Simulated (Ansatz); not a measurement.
# CH4Cl2Sn: the cost of one run

Program: Ansatz 0.2.0. Level of theory: RKS revPBE/def2-SVP. These are calculated values, not measurements.

## Step 1: The starting structure

Bond lengths: Sn1–Cl2 2.610 Å, Sn1–H3 1.940 Å, Sn1–Cl4 2.408 Å, Sn1–C5 2.148 Å, C5–H6 1.110 Å, C5–H7 1.110 Å, C5–H8 1.110 Å. Angles: Cl2–Sn1–H3 45.6°, Cl2–Sn1–Cl4 123.0°, Cl2–Sn1–C5 123.0°, H3–Sn1–Cl4 121.2°, H3–Sn1–C5 121.2°, Cl4–Sn1–C5 109.5°, Sn1–C5–H6 109.5°, Sn1–C5–H7 109.5°, Sn1–C5–H8 109.5°, H6–C5–H7 109.4°, H6–C5–H8 109.4°, H7–C5–H8 109.4°.

As a file:

```xyz
8

Sn    0.0000    0.0000    0.0000
Cl    1.5152    0.0000    2.1251
H     1.9164    0.0000    0.3021
Cl   -1.1351    1.9666   -0.8025
C    -1.0126   -1.7544   -0.7160
H    -1.5123   -2.2661    0.1329
H    -1.7727   -1.4617   -1.4701
H    -0.2768   -2.4431   -1.1811
```

## Step 2: A restrained relaxation towards end A

Springs on the bonds that form and break draw the guess towards this end; the thresholds are loose.

File input.yaml:

```yaml
crystal:
  periodic: [false, false, false]
  atoms:
    - { symbol: Sn, position_ang: [0.0, 0.0, 0.0] }
    - { symbol: Cl, position_ang: [1.5152, 0.0, 2.1251] }
    - { symbol: H, position_ang: [1.9164, 0.0, 0.3021] }
    - { symbol: Cl, position_ang: [-1.1351, 1.9666, -0.8025] }
    - { symbol: C, position_ang: [-1.0126, -1.7544, -0.716] }
    - { symbol: H, position_ang: [-1.5123, -2.2661, 0.1329] }
    - { symbol: H, position_ang: [-1.7727, -1.4617, -1.4701] }
    - { symbol: H, position_ang: [-0.2768, -2.4431, -1.1811] }
basis:
  gaussian: { orbitals: def2-SVP }
hamiltonian:
  xc: revpbe
relax:
  f_tol: 0.15
  max_steps: 25
  restrain:
    - { distance: [1, 2], at: 2.57, k: 30.0 }
    - { distance: [0, 1], at: 2.41, k: 30.0 }
    - { distance: [0, 2], at: 1.74, k: 30.0 }
```

Run with:

```sh
> ansatz run input.yaml --threads 2 --pin off --max-ram 3072MiB --backend cpu --events-out ev --progress --plain --runs-dir out
```

Q: Estimate wall time and peak memory on 2 threads of Arm Neoverse V2, shared host.

About 13 s, with a peak of 0.14 GiB.
